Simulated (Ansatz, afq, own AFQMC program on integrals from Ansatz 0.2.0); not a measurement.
# TiSiH₂ (quintet): AFQMC on the coupled-cluster ladder at distance Ti1–Si2 = 6.611 Å, def2-TZVP

Aim: compute TiSiH₂ (quintet) with auxiliary-field quantum Monte Carlo on the same integrals as coupled cluster, and set the energies side by side.

The runs use Ansatz 0.2.0, Gaussian basis, and an in-house AFQMC program (afq) on its integrals; all values are calculated; def2-TZVP, frozen cores.

To be run: CCSD(T) on UHF; CCSDT(Q) on UHF; PBE (unrestricted); r2SCAN (unrestricted); PBE0 (unrestricted); B3LYP (unrestricted); wB97M-V (unrestricted); B2PLYP (unrestricted); Phaseless AFQMC, CISD trial on UHF; Phaseless AFQMC, single-determinant trial on UHF.

4 further runs of the same task are left out: 4 that didn't finish.

### Step 1. What is computed

The geometry derives from a PBE0/def2-TZVP stationary point (not a proven minimum). One bond is set to the value named and the two fragments are kept rigid.

4 atoms, charge 0, spin multiplicity 5.

Atoms are counted from 1 here; the program's logs count them from 0.

Bond lengths: Ti1–H3 1.742 Å, Ti1–H4 1.742 Å. Angles: H3–Ti1–H4 122.5°.

### Step 2. CCSD(T) on UHF

Input file in.yaml:

```yaml
crystal:
  periodic: [false, false, false]
  atoms:
    - {symbol: Ti, position_ang: [0.000000, 0.000000, 1.234008]}
    - {symbol: Si, position_ang: [0.000000, 0.000000, -5.376992]}
    - {symbol: H, position_ang: [0.000000, 1.527869, 2.071492]}
    - {symbol: H, position_ang: [0.000000, -1.527869, 2.071492]}
basis:
  gaussian: {orbitals: def2-TZVP}
magnetization: {spin_polarized: true, initial_magnetization: 4}
correlation: {method: ccsd_t, electrons: outside_noble_gas, hamiltonian_folder: ham}
```

Started as:

```console
> ansatz run in.yaml --threads 1 --pin off --events-out ev --progress --plain --max-ram 24576MiB --backend cuda --devices 0, --max-vram 18GiB
```

The log of the run, cut to the lines that bear on the results:

```text
Functional definition: HF
  name "HF"
  cite "Fock, Z. Phys. 61, 126 (1930) doi:10.1007/BF01340294"
  parent pbe
[...]
716 factors; integrals over basis functions are off by at most 8.1e-4 eV
[...]
mean field -30976.66516420 eV, -1138.3714480465 hartree, gradient 4.6e-10 eV, S^2 6.035002; 51 other end points of the search recorded, 0 dependent functions left out
determinant -30976.66516420 eV, -1138.3714480465 hartree, with singles and doubles -30981.19531955 eV, -1138.5379281851 hartree
determinant -30976.66324934 eV, -1138.3713776768 hartree, with singles and doubles -30981.19408993 eV, -1138.5378829975 hartree
determinant -30976.65092485 eV, -1138.3709247601 hartree, with singles and doubles -30981.17447439 eV, -1138.5371621395 hartree
determinant -30976.64879294 eV, -1138.3708464140 hartree, with singles and doubles -30981.17296912 eV, -1138.5371068217 hartree
determinant -30976.63187289 eV, -1138.3702246135 hartree, with singles and doubles -30981.16833979 eV, -1138.5369366972 hartree
determinant -30976.61830394 eV, -1138.3697259639 hartree, with singles and doubles -30981.15030471 eV, -1138.5362739201 hartree
determinant -30976.58554638 eV, -1138.3685221457 hartree, with singles and doubles -30981.00134488 eV, -1138.5307997476 hartree
determinant -30976.58242244 eV, -1138.3684073428 hartree, with singles and doubles -30980.99866172 eV, -1138.5307011430 hartree
[...]
determinant -30976.64879294 eV, -1138.3708464140 hartree, with singles and doubles -30981.13371723 eV, -1138.5356643417 hartree
determinant -30976.63187289 eV, -1138.3702246135 hartree, with singles and doubles -30981.12920455 eV, -1138.5354985037 hartree
determinant -30976.61830394 eV, -1138.3697259639 hartree, with singles and doubles -30981.11107716 eV, -1138.5348323344 hartree
determinant -30976.58554638 eV, -1138.3685221457 hartree, with singles and doubles -30980.96790367 eV, -1138.5295708054 hartree
determinant -30976.58242244 eV, -1138.3684073428 hartree, with singles and doubles -30980.96519235 eV, -1138.5294711663 hartree
determinant -30976.54643064 eV, -1138.3670846689 hartree, with singles and doubles -30980.93544986 eV, -1138.5283781499 hartree
determinant -30976.42109878 eV, -1138.3624788077 hartree, with singles and doubles -30980.90493628 eV, -1138.5272567967 hartree
determinant -30976.41841734 eV, -1138.3623802668 hartree, with singles and doubles -30980.90267618 eV, -1138.5271737394 hartree
determinant -30976.37821477 eV, -1138.3609028496 hartree, with singles and doubles -30980.86782578 eV, -1138.5258930109 hartree
14 core orbitals not correlated: weight in the atoms' cores, before any rotation towards them, 0.999 or more for the frozen orbitals, at most 0.000 for the correlated occupied ones
reference -30976.66516420 eV, -1138.3714480465 hartree; 7, 3 occupied and 73, 77 virtual orbitals, 716 factors
second order -3.37794288 eV of doubles, -0.00000000 eV of singles
cycle   1  -4.48962927 eV  change   -9.8e-7 eV  update   6.0e-6
perturbative correction -0.13052222 eV, -0.0047966031 hartree
Total energy: -30981.28531569 eV, -1138.5412354820 hartree
```

Run time: 25 s. Hardware: 1 × NVIDIA H100 80GB HBM3 with 1 thread of AMD EPYC 7R13 (Zen 3), shared host; peak host memory 1.8 GiB.

From the report: ⟨S²⟩ of the determinant 6.035 (pure quintet: 6.00); correlation -4.6202 eV; T1 0.031; largest double amplitude 0.10.

This run also writes the integrals to the folder ham.

### Step 3. CCSDT(Q) on UHF

Changes to in.yaml since step 2:

```diff
@@ -10,2 +10,2 @@
 magnetization: {spin_polarized: true, initial_magnetization: 4}
-correlation: {method: ccsd_t, electrons: outside_noble_gas, hamiltonian_folder: ham}
+correlation: {method: ccsdt_q, electrons: outside_noble_gas}
```

The command is unchanged.

The log of the run, cut to the lines that bear on the results:

```text
Functional definition: HF
  name "HF"
  cite "Fock, Z. Phys. 61, 126 (1930) doi:10.1007/BF01340294"
  parent pbe
[...]
1253 factors; integrals over basis functions are off by at most 2.3e-7 eV
[...]
mean field -30976.66517773 eV, -1138.3714485439 hartree, gradient 5.0e-10 eV, S^2 6.035002; 51 other end points of the search recorded, 0 dependent functions left out
determinant -30976.66517773 eV, -1138.3714485439 hartree, with singles and doubles -30981.19534631 eV, -1138.5379291684 hartree
determinant -30976.66326279 eV, -1138.3713781710 hartree, with singles and doubles -30981.19411669 eV, -1138.5378839807 hartree
determinant -30976.65093798 eV, -1138.3709252425 hartree, with singles and doubles -30981.17450080 eV, -1138.5371631102 hartree
determinant -30976.64880603 eV, -1138.3708468947 hartree, with singles and doubles -30981.17299489 eV, -1138.5371077690 hartree
[...]
determinant -30976.42111240 eV, -1138.3624793085 hartree, with singles and doubles -30980.90494996 eV, -1138.5272572995 hartree
determinant -30976.41843095 eV, -1138.3623807668 hartree, with singles and doubles -30980.90268950 eV, -1138.5271742289 hartree
determinant -30976.37822822 eV, -1138.3609033439 hartree, with singles and doubles -30980.86783868 eV, -1138.5258934850 hartree
14 core orbitals not correlated: weight in the atoms' cores, before any rotation towards them, 0.999 or more for the frozen orbitals, at most 0.000 for the correlated occupied ones
reference -30976.66517773 eV, -1138.3714485439 hartree; 7, 3 occupied and 73, 77 virtual orbitals, 1253 factors
second order -3.37796149 eV of doubles, -0.00000000 eV of singles
cycle   1  -4.08297358 eV  change   -7.1e-1 eV  update   8.7e-2
[...]
cycle  31  -4.67014403 eV  change   -7.1e-9 eV  update   9.5e-7
perturbative correction -0.00367508 eV, -0.0001350568 hartree
Total energy: -30981.33899684 eV, -1138.5432082281 hartree
```

Wall time 51 s (1 × NVIDIA H100 80GB HBM3 with 1 thread of AMD EPYC 7R13 (Zen 3), shared host); peak host memory 1.8 GiB.

From the report: ⟨S²⟩ of the determinant 6.035 (pure quintet: 6.00); correlation -4.6738 eV; T1 0.034; largest double amplitude 0.10.

### Step 4. PBE (unrestricted)

Changes to in.yaml since step 3:

```diff
@@ -10,2 +10,3 @@
 magnetization: {spin_polarized: true, initial_magnetization: 4}
-correlation: {method: ccsdt_q, electrons: outside_noble_gas}
+hamiltonian: {xc: {name: PBE}}
+output: {orbitals: {seedname: orbitals}}
```

Started as:

```console
> ansatz run in.yaml --threads 1 --pin off --events-out ev --progress --plain --max-ram 8192MiB --backend cpu
```

The log of the run, cut to the lines that bear on the results:

```text
Functional definition: PBE
  name "PBE"
  cite "Perdew, Burke & Ernzerhof, Phys. Rev. Lett. 77, 3865 (1996) doi:10.1103/PhysRevLett.77.3865"
  parent pbe
[...]
753 factors; their error is unknown
[...]
mean field -31008.35031725 eV, -1139.5358559441 hartree, gradient 2.3e-6 eV, S^2 6.019567; 20 other end points of the search recorded, 0 dependent functions left out
reference -31008.35038163 eV, -1139.5358583101 hartree; 21, 17 occupied and 73, 77 virtual orbitals, 753 factors
Total energy: -31008.35038163 eV, -1139.5358583101 hartree
```

Run time: 1.7 min. Hardware: 1 thread of AMD EPYC 7R13 (Zen 3), shared host; peak memory 1.8 GiB.

From the report: ⟨S²⟩ of the determinant 6.020 (pure quintet: 6.00).

### Step 5. r2SCAN (unrestricted)

Changes to in.yaml since step 4:

```diff
@@ -10,3 +10,2 @@
 magnetization: {spin_polarized: true, initial_magnetization: 4}
-hamiltonian: {xc: {name: PBE}}
-output: {orbitals: {seedname: orbitals}}
+hamiltonian: {xc: {name: r2SCAN}}
```

Same command.

The log of the run, cut to the lines that bear on the results:

```text
Functional definition: r2SCAN
  name "r2SCAN"
  cite "Furness, Kaplan, Ning, Perdew & Sun, J. Phys. Chem. Lett. 11, 8208 (2020) doi:10.1021/acs.jpclett.0c02405"
  cite "Furness, Kaplan, Ning, Perdew & Sun, J. Phys. Chem. Lett. 11, 9248 (2020) doi:10.1021/acs.jpclett.0c03077"
  parent r2scan
[...]
753 factors; their error is unknown
[...]
mean field -31016.98043347 eV, -1139.8530068656 hartree, gradient 2.1e-6 eV, S^2 6.038915; 30 other end points of the search recorded, 0 dependent functions left out
reference -31016.98046120 eV, -1139.8530078847 hartree; 21, 17 occupied and 73, 77 virtual orbitals, 753 factors
Total energy: -31016.98046120 eV, -1139.8530078847 hartree
```

It took 4.5 min on 1 thread of AMD EPYC 7R13 (Zen 3), shared host; peak memory 1.8 GiB.

From the report: ⟨S²⟩ of the determinant 6.039 (pure quintet: 6.00).

### Step 6. PBE0 (unrestricted)

Changes to in.yaml since step 5:

```diff
@@ -10,2 +10,3 @@
 magnetization: {spin_polarized: true, initial_magnetization: 4}
-hamiltonian: {xc: {name: r2SCAN}}
+hamiltonian: {xc: {name: PBE0}}
+output: {orbitals: {seedname: orbitals}}
```

The command is unchanged.

The log of the run, cut to the lines that bear on the results:

```text
Functional definition: PBE0
  name "PBE0"
  cite "Adamo & Barone, J. Chem. Phys. 110, 6158 (1999) doi:10.1063/1.478522"
  cite "Perdew, Burke & Ernzerhof, Phys. Rev. Lett. 77, 3865 (1996) doi:10.1103/PhysRevLett.77.3865"
  parent pbe
[...]
822 factors; their error is unknown
[...]
mean field -31009.83993644 eV, -1139.5905984397 hartree, gradient 5.9e-6 eV, S^2 6.024503; 10 other end points of the search recorded, 0 dependent functions left out
reference -31009.83998474 eV, -1139.5906002148 hartree; 21, 17 occupied and 73, 77 virtual orbitals, 822 factors
Total energy: -31009.83998474 eV, -1139.5906002148 hartree
```

It took 63 s on 1 thread of AMD EPYC 7R13 (Zen 3), shared host; peak memory 1.8 GiB.

From the report: ⟨S²⟩ of the determinant 6.025 (pure quintet: 6.00).

### Step 7. B3LYP (unrestricted)

Changes to in.yaml since step 6:

```diff
@@ -10,3 +10,2 @@
 magnetization: {spin_polarized: true, initial_magnetization: 4}
-hamiltonian: {xc: {name: PBE0}}
-output: {orbitals: {seedname: orbitals}}
+hamiltonian: {xc: {name: B3LYP}}
```

Same command.

The log of the run, cut to the lines that bear on the results:

```text
Functional definition: B3LYP
  name "B3LYP"
  cite "Stephens, Devlin, Chabalowski & Frisch, J. Phys. Chem. 98, 11623 (1994) doi:10.1021/j100096a001"
  cite "Becke, Phys. Rev. A 38, 3098 (1988) doi:10.1103/PhysRevA.38.3098"
  cite "Lee, Yang & Parr, Phys. Rev. B 37, 785 (1988) doi:10.1103/PhysRevB.37.785"
  cite "Vosko, Wilk & Nusair, Can. J. Phys. 58, 1200 (1980) doi:10.1139/p80-159"
[...]
812 factors; their error is unknown
[...]
mean field -31020.01592608 eV, -1139.9645591616 hartree, gradient 6.6e-6 eV, S^2 6.018437; 13 other end points of the search recorded, 0 dependent functions left out
reference -31020.01622908 eV, -1139.9645702966 hartree; 21, 17 occupied and 73, 77 virtual orbitals, 812 factors
Total energy: -31020.01622908 eV, -1139.9645702966 hartree
```

Run time: 48 s. Hardware: 1 thread of AMD EPYC 7R13 (Zen 3), shared host; peak memory 1.8 GiB.

From the report: ⟨S²⟩ of the determinant 6.018 (pure quintet: 6.00).

### Step 8. wB97M-V (unrestricted)

Changes to in.yaml since step 7:

```diff
@@ -10,2 +10,3 @@
 magnetization: {spin_polarized: true, initial_magnetization: 4}
-hamiltonian: {xc: {name: B3LYP}}
+hamiltonian: {xc: {name: wB97M-V}}
+output: {orbitals: {seedname: orbitals}}
```

The command is unchanged.

The log of the run, cut to the lines that bear on the results:

```text
Functional definition: wB97M-V
  name "wB97M-V"
  cite "Mardirossian & Head-Gordon, J. Chem. Phys. 144, 214110 (2016) doi:10.1063/1.4952647"
  cite "Becke, J. Chem. Phys. 107, 8554 (1997) doi:10.1063/1.475007"
  cite "Vydrov & Van Voorhis, J. Chem. Phys. 133, 244103 (2010) doi:10.1063/1.3521275"
  # Of w^i u^j: cxij and so on, Table III.
[...]
  gx(w, u) = 1 - cx + cx01*u + cx10*w
  gss(w, u) = css00 + css04*u^4 + css10*w + css20*w^2 + css43*w^4*u^3
  gos(w, u) = cos00 + cos10*w + (cos20 + cos21*u)*w^2 + (cos60 + cos61*u)*w^6
[...]
      + integral(e_c_pw_mod_opposite_spin*gos(b97_w_opposite, b97_u_opposite)) + vv10(b, c)
791 factors; their error is unknown
185 factors; integrals over basis functions are off by at most 1.4e-4 eV
[...]
mean field -31016.38009677 eV, -1139.8309448987 hartree, gradient 6.5e-6 eV, S^2 6.011394; 5 other end points of the search recorded, 0 dependent functions left out
reference -31016.38016171 eV, -1139.8309472853 hartree; 21, 17 occupied and 73, 77 virtual orbitals, 791 factors
Total energy: -31016.38016171 eV, -1139.8309472853 hartree
```

Run time: 3.4 min. Hardware: 1 thread of AMD EPYC 7R13 (Zen 3), shared host; peak memory 1.8 GiB.

From the report: ⟨S²⟩ of the determinant 6.011 (pure quintet: 6.00).

### Step 9. B2PLYP (unrestricted)

Changes to in.yaml since step 8:

```diff
@@ -10,3 +10,3 @@
 magnetization: {spin_polarized: true, initial_magnetization: 4}
-hamiltonian: {xc: {name: wB97M-V}}
-output: {orbitals: {seedname: orbitals}}
+hamiltonian: {xc: {name: B2PLYP}}
+correlation: {electrons: outside_noble_gas}
```

The command is unchanged.

The log of the run, cut to the lines that bear on the results:

```text
Functional definition: B2PLYP
  name "B2PLYP"
  cite "Grimme, J. Chem. Phys. 124, 034108 (2006) doi:10.1063/1.2148954"
  cite "Becke, Phys. Rev. A 38, 3098 (1988) doi:10.1103/PhysRevA.38.3098"
  cite "Lee, Yang & Parr, Phys. Rev. B 37, 785 (1988) doi:10.1103/PhysRevB.37.785"
[...]
716 factors; integrals over basis functions are off by at most 8.1e-4 eV
[...]
mean field -31007.19198940 eV, -1139.4932881809 hartree, gradient 9.0e-10 eV, S^2 6.023348; 8 other end points of the search recorded, 0 dependent functions left out
14 core orbitals not correlated: weight in the atoms' cores, before any rotation towards them, 0.999 or more for the frozen orbitals, at most 0.000 for the correlated occupied ones
reference -31007.19218067 eV, -1139.4932952099 hartree; 7, 3 occupied and 73, 77 virtual orbitals, 716 factors
second order -4.58238491 eV of doubles, -0.00000000 eV of singles
Total energy: -31008.42942460 eV, -1139.5387630855 hartree
```

Run time: 86 s. Hardware: 1 thread of AMD EPYC 7R13 (Zen 3), shared host; peak memory 1.8 GiB.

From the report: ⟨S²⟩ of the determinant 6.023 (pure quintet: 6.00).

### Step 10. Phaseless AFQMC, CISD trial on UHF

It reads the integrals that the CCSD(T) run on this determinant wrote.

Started as:

```console
> afq ham --method phaseless --trial cisd --walkers 2100 --populations 20 --least-time 60 --time-step 0.005 --steps-per-block 50 --equilibration-blocks 40 --max-blocks 4000 --target-error 0.00038 --factor-cut 1e-05 --start spin_pure --seed 4485 --release-times 0.24,0.51,0.99,1.62,2.4 --release-step 0.03 --release-every 3 --taylor-order 6
```

The log of the run:

```text
orbitals 80  electrons 7 3  factors 592 of 716
reference energy -1138.37144805 Eh
CCSD correlation -0.16499104 Eh in 21 cycles, weight of the determinant in the CISD state 0.8598
energy of the start -1138.535831 Eh
 block  time / (1/Eh)  mean weight  energy / Eh
     1     0.250  1.0001  -1138.534169
     2     0.500  0.9999  -1138.534645
     3     0.750  1.0000  -1138.535649
     4     1.000  0.9997  -1138.536731
     5     1.250  1.0000  -1138.537704
     6     1.500  0.9999  -1138.538575
     7     1.750  1.0000  -1138.539366
     8     2.000  1.0000  -1138.539609
     9     2.250  0.9998  -1138.539927
    10     2.500  1.0000  -1138.540159
    11     2.750  0.9997  -1138.540913
    13     3.250  0.9999  -1138.541211
    15     3.750  1.0001  -1138.541725
    17     4.250  0.9999  -1138.541398
    19     4.750  0.9997  -1138.541992
    21     5.250  0.9999  -1138.542073
    23     5.750  1.0004  -1138.542180
    25     6.250  0.9996  -1138.541631
    27     6.750  0.9999  -1138.541903
    29     7.250  0.9998  -1138.542233
    31     7.750  1.0000  -1138.541141
    33     8.250  1.0001  -1138.542582
    35     8.750  1.0000  -1138.541980
    37     9.250  0.9996  -1138.543229
    39     9.750  1.0004  -1138.543695
    41    10.250  0.9998  -1138.543158
    43    10.750  0.9998  -1138.542931
    45    11.250  0.9999  -1138.543062
    47    11.750  1.0005  -1138.542250
    49    12.250  1.0001  -1138.543012
    51    12.750  0.9998  -1138.542354
    53    13.250  0.9999  -1138.541571
    55    13.750  1.0002  -1138.541456
    57    14.250  0.9994  -1138.541868
    59    14.750  1.0004  -1138.541608
    61    15.250  0.9997  -1138.542119
    63    15.750  0.9999  -1138.541350
    65    16.250  0.9998  -1138.542091
    67    16.750  0.9998  -1138.541103
    69    17.250  1.0000  -1138.541586
    71    17.750  0.9997  -1138.541427
    73    18.250  1.0001  -1138.541465
    75    18.750  0.9999  -1138.542433
    77    19.250  1.0004  -1138.542698
    79    19.750  1.0000  -1138.542418
    81    20.250  0.9999  -1138.541420
    83    20.750  0.9998  -1138.541829
    85    21.250  1.0001  -1138.541860
    87    21.750  0.9996  -1138.542288
    89    22.250  0.9993  -1138.542028
error from the spread of 20 populations
released: time / (1/Eh)  energy / Eh  error  mean overlap
  0.24  -1138.542298  0.000166  1.0032
  0.51  -1138.542506  0.000210  0.9970
  0.99  -1138.542692  0.000255  0.9984
  1.62  -1138.543180  0.000207  0.9884
  2.40  -1138.542858  0.000284  0.9914
energy -1138.542007 +/- 0.000138 Eh
```

Wall time 12 min (1 × NVIDIA H100 80GB HBM3 with 2 threads of AMD EPYC 7R13 (Zen 3), shared host); peak host memory 1.8 GiB.

Energy -30981.3063 ± 0.0037 eV. Caveats: constraint bias not in the error.

### Step 11. Phaseless AFQMC, single-determinant trial on UHF

It reads the integrals that the CCSD(T) run on this determinant wrote.

Started as:

```console
> afq ham --method phaseless --trial hf --walkers 2100 --populations 20 --least-time 40 --time-step 0.005 --steps-per-block 20 --equilibration-blocks 160 --max-blocks 4000 --target-error 0.0019000000000000002 --factor-cut 1e-05 --start spin_pure --seed 9620 --taylor-order 6
```

The log of the run:

```text
orbitals 80  electrons 7 3  factors 592 of 716
reference energy -1138.37144805 Eh
CCSD correlation -0.16499104 Eh in 21 cycles, weight of the determinant in the CISD state 0.8598
energy of the start -1138.371882 Eh
 block  time / (1/Eh)  mean weight  energy / Eh
     1     0.100  1.0006  -1138.397344
     2     0.200  1.0003  -1138.417885
     3     0.300  1.0006  -1138.434049
     4     0.400  1.0008  -1138.446348
     5     0.500  1.0011  -1138.456841
     6     0.600  1.0009  -1138.465799
     7     0.700  1.0009  -1138.473790
     8     0.800  1.0002  -1138.479533
     9     0.900  1.0005  -1138.484785
    10     1.000  1.0000  -1138.489850
    13     1.300  1.0001  -1138.505538
    19     1.900  0.9999  -1138.522298
    25     2.500  0.9999  -1138.530469
    31     3.100  1.0002  -1138.532948
    37     3.700  0.9997  -1138.532924
    43     4.300  1.0001  -1138.534481
    49     4.900  0.9997  -1138.534853
    55     5.500  0.9998  -1138.534540
    61     6.100  1.0001  -1138.539865
    67     6.700  0.9999  -1138.538302
    73     7.300  0.9998  -1138.538417
    79     7.900  1.0006  -1138.538852
    85     8.500  0.9999  -1138.539165
    91     9.100  0.9996  -1138.538439
    97     9.700  0.9998  -1138.537093
   103    10.300  1.0001  -1138.533127
   109    10.900  1.0000  -1138.536955
   115    11.500  0.9998  -1138.538258
   121    12.100  1.0004  -1138.539225
   127    12.700  1.0004  -1138.540180
   133    13.300  1.0001  -1138.540737
   139    13.900  1.0000  -1138.539199
   145    14.500  1.0000  -1138.539925
   151    15.100  1.0000  -1138.541063
   157    15.700  0.9999  -1138.533046
   163    16.300  1.0002  -1138.535166
   169    16.900  0.9997  -1138.535926
   175    17.500  0.9996  -1138.535355
   181    18.100  1.0003  -1138.534629
   187    18.700  0.9994  -1138.535822
   193    19.300  1.0001  -1138.539781
   199    19.900  1.0001  -1138.538535
   205    20.500  0.9996  -1138.542967
   211    21.100  0.9996  -1138.539499
   217    21.700  1.0001  -1138.539191
   223    22.300  0.9992  -1138.538110
   229    22.900  0.9998  -1138.535695
   235    23.500  1.0002  -1138.537157
error from the spread of 20 populations
energy -1138.537955 +/- 0.000618 Eh
```

Wall time 29 s (1 × NVIDIA H100 80GB HBM3 with 2 threads of AMD EPYC 7R13 (Zen 3), shared host); peak host memory 1.8 GiB.

Energy -30981.1960 ± 0.0168 eV. Caveats: constraint bias not in the error.

### Step 12. AFQMC on the ladder

On the UHF determinant, counted from CCSDT(Q) (a yardstick, not exact):

```csv
level,energy (eV),from CCSDT(Q) (kJ/mol),statistical error (kJ/mol),time
HF,-30976.6652,+451.0,,
MP2,-30980.0431,+125.0,,
CCSD,-30981.1548,+17.8,,
CCSD(T),-30981.2853,+5.2,,
CCSDT(Q),-30981.3390,0.0,,
"Phaseless AFQMC, CISD trial, step 0.005, 2100 walkers",-30981.3063,+3.2,0.4,12 min
"Phaseless AFQMC, single-determinant trial, step 0.005, 2100 walkers",-30981.1960,+13.8,1.6,29 s
```

The functionals' totals stand on their own zeros and serve differences with other points: PBE -31008.350 eV; r2SCAN -31016.980 eV; PBE0 -31009.840 eV; B3LYP -31020.016 eV; wB97M-V -31016.380 eV; B2PLYP -31008.429 eV.

### Step 13. Summary of results

| quantity | value |
| --- | --- |
| CCSD(T) on UHF from CCSDT(Q) | +5.2 kJ/mol |
| Phaseless AFQMC, CISD trial on UHF from CCSDT(Q) | +3.2 ± 0.4 kJ/mol |
| Phaseless AFQMC, single-determinant trial on UHF from CCSDT(Q) | +13.8 ± 1.6 kJ/mol |

In words: On UHF the phaseless walk with the CISD trial lies +3.2 kJ/mol from CCSDT(Q), 9 times its error bar. A single-determinant trial moves the result by +10.6 kJ/mol. Error bars are statistical and leave out the constraint, the time step and what remains of the start.
